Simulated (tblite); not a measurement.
# C5H12OSi: the cost of one run

Computed with tblite 0.8.0 and PySCF 2.14.0, with density-fitted response routines of our own, on a single molecule in the gas phase. Atoms are numbered from 0 throughout.

**1. The starting structure**

19 atoms, charge 0, multiplicity 1; geometry from: force field or distance geometry start.

Bonds of the start (Å): C0–C1 1.53, C1–C2 1.51, C2–C3 1.48, C3–C4 1.49, C4–Si5 1.87, Si5–O6 1.73, O6–C2 1.38, C0–H7 1.10, C0–H8 1.09, C0–H9 1.10, C1–H10 1.13, C1–H11 1.09, C2–H12 1.10, C3–H13 1.14, C3–H14 1.10, C4–H15 1.13, C4–H16 1.10, Si5–H17 1.46, Si5–H18 1.46.

**2. Optimising the geometry with GFN2-xTB**

What the job is given:

```
{"job": {"kind": "relax", "xc": "GFN2-xTB", "basis": "xTB"}, "charge": 0, "multiplicity": 1}
C      2.587900     0.418900     0.388600
C      1.511600    -0.650900     0.200700
C      0.193600    -0.013000    -0.171200
C     -0.882200    -1.006900    -0.368700
C     -2.232200    -0.429000    -0.127900
Si    -1.741500     1.365500     0.072800
O     -0.187700     0.969700     0.713700
H      2.712500     0.904200    -0.595100
H      2.284300     1.180200     1.112700
H      3.527800    -0.051400     0.707900
H      1.396500    -1.159800     1.202100
H      1.848800    -1.418700    -0.494200
H      0.360800     0.490000    -1.139800
H     -0.704900    -1.944000     0.247600
H     -0.849000    -1.343500    -1.415600
H     -2.649800    -0.800300     0.849800
H     -2.940200    -0.569600    -0.962500
H     -1.668900     1.974800    -1.249400
H     -2.577100     2.092800     1.021000
```

On the command line:

```sh
$ OMP_NUM_THREADS=1 python probes_run.py task.json out
```

The driver reads the jobs from task.json and runs them one after another.

**Question.** How long does this first job take on 1 thread of Arm Neoverse N1, shared host, and how much memory does it need?

About 1.4 s, with a peak of 0.18 GiB.
